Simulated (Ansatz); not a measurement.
# SiGe: a line through an energy map

An exercise on one series of results from a longer session: the logs are not shown, and one member is left open.

Program: Ansatz 0.2.0. Level of theory: DFT LDA, scalar-relativistic, plane waves, PAW. These are calculated values, not measurements.

17 further runs of the same task are left out: 17 set aside as unsound or not needed.

### Starting point

Symmetry: P6_3mc, No. 186, hexagonal system. Conventional cell: a = 3.869 Å, b = 3.869 Å, c = 6.395 Å, α = 90.00°, β = 90.00°, γ = 120.00°. Around Si (site symmetry 3m) lie 4 Ge at 2.37 to 2.39 Å. Ge (site symmetry 3m) is surrounded by 4 Si at 2.37 to 2.39 Å.

As a file:

```cif
data_structure
_symmetry_space_group_name_H-M 'P6_3mc'
_symmetry_Int_Tables_number 186
_cell_length_a 3.8695
_cell_length_b 3.8695
_cell_length_c 6.3947
_cell_angle_alpha 90.000
_cell_angle_beta 90.000
_cell_angle_gamma 120.000
_cell_volume 82.92
loop_
_atom_site_label
_atom_site_type_symbol
_atom_site_symmetry_multiplicity
_atom_site_Wyckoff_symbol
_atom_site_fract_x
_atom_site_fract_y
_atom_site_fract_z
_atom_site_occupancy
Si1 Si 2 b 0.66667 0.33333 0.87450 1
Ge1 Ge 2 b 0.66667 0.33333 0.50050 1
```

It goes back to an entry of the Materials Project, which need not be the stable form.

This cell was relaxed beforehand with the same method: volume 20.73 Å³/atom, gap on the mesh 0.32 eV.

### What is varied

Atoms count from 1 in the order of the input.

The energy is mapped over a free internal coordinate and the cell.

The axes are (1) shift of Ge3 along [0 0 1], its symmetry partners moved as symmetry demands (measured in the relaxed cell): 7 values from −0.15 Å; (2) volume per atom at fixed shape: 7 values from 19.07 to 22.39 Å³.

Nothing else is relaxed (all other coordinates fixed). Energies count from the relaxed crystal. Points are written as (first, second).

The first run:

Contents of input.yaml:

```yaml
crystal:
  lattice:
    - [3.7994718203, 0.0, 0.0]
    - [-1.8997359102, 3.2904391174, 0.0]
    - [0.0, 0.0, 6.2790301647]
  atoms:
    - { symbol: Si, position: [0.6666666667, 0.3333333333, 0.8745031008] }
    - { symbol: Si, position: [0.3333333333, 0.6666666667, 0.3745031008] }
    - { symbol: Ge, position: [0.6666666667, 0.3333333333, 0.4770391519] }
    - { symbol: Ge, position: [0.3333333333, 0.6666666667, -0.0229608481] }
basis:
  ecutwfc: 420
kpoints:
  mp_grid: { grid: [12, 12, 6] }
hamiltonian:
  xc: lda
  pseudopotentials: { kind: paw, azcp: { folder: soft_1 } }
scf:
  occupations: { method: gaussian, width: 0.03 }
output:
  forces: true
  stress: true
  eigenvalues: true
```

Command:

```
$ ansatz run input.yaml --threads 1 --pin off --max-ram 2048MiB --backend cpu --events-out ev --progress --plain --runs-dir out
```

Steps of the session up to this table: Grid point (−0.15 Å, 19.62 Å³); The run at (−0.15 Å, 20.18 Å³); Point (−0.15 Å, 20.73 Å³); Grid point (−0.15 Å, 21.28 Å³); Point (−0.15 Å, 21.84 Å³).

One table of the session follows, with a row left open; its other results are not shown here.

| volume per atom at fixed shape (Å³) | energy (meV/atom) | slope (meV/atom per Å³) | pressure (GPa) | largest force on an atom (eV/Å) |
| --- | --- | --- | --- | --- |
| 19.07 | 109 | −59 | 9.5 | 1.65 |
| 19.62 | 82 | −38 | 6.2 | 1.57 |
| 20.18 | 66 | −20 | 3.3 | 1.49 |
| 20.73 | 59 | −5 | 0.8 | 1.42 |
| 21.28 | ? | ? | ? | ? |
| 21.84 | 68 | 20 | −3.2 | 1.29 |
| 22.39 | 82 | 30 | −4.8 | 1.24 |

**Question.** Estimate the row for volume per atom at fixed shape (Å³) = 21.28.

Worked estimate for «energy (meV/atom)». A straight line through the neighbours (20.73, 59) and (21.84, 68) gives 59 + (68 − 59) × (21.28 − 20.73) / (21.84 − 20.73) = 63; a parabola fitted to 4 rows on both sides gives 60.

**Answer.** energy (meV/atom): 60; slope (meV/atom per Å³): 8; pressure (GPa): −1.3; largest force on an atom (eV/Å): 1.35. In «energy (meV/atom)» the line misses by +3 and the parabola by +0.

Energies count from the relaxed crystal. Rows without a step come from runs not printed here or follow by symmetry. Slopes come from the forces (and the stress, where the cell changes), not from differences of energies.

In words: The lowest point of the line is at 20.73 Å³, 59 meV/atom from the zero. Energies and slopes round the minimum, fitted together, put the minimum at 20.935 Å³, with a curvature of about 24 meV/atom per (Å³)². V·d²E/dV² there is about 81 GPa, a bulk modulus under this line's constraint. The highest point computed, at 19.07 Å³, lies 50 meV/atom above the lowest. This is one cut through a surface in two coordinates; the map's lowest point lies off it. The gap on the mesh closes on part of the grid.

Caveats from the session: Warnings in the runs' records: pseudo functional mismatch.
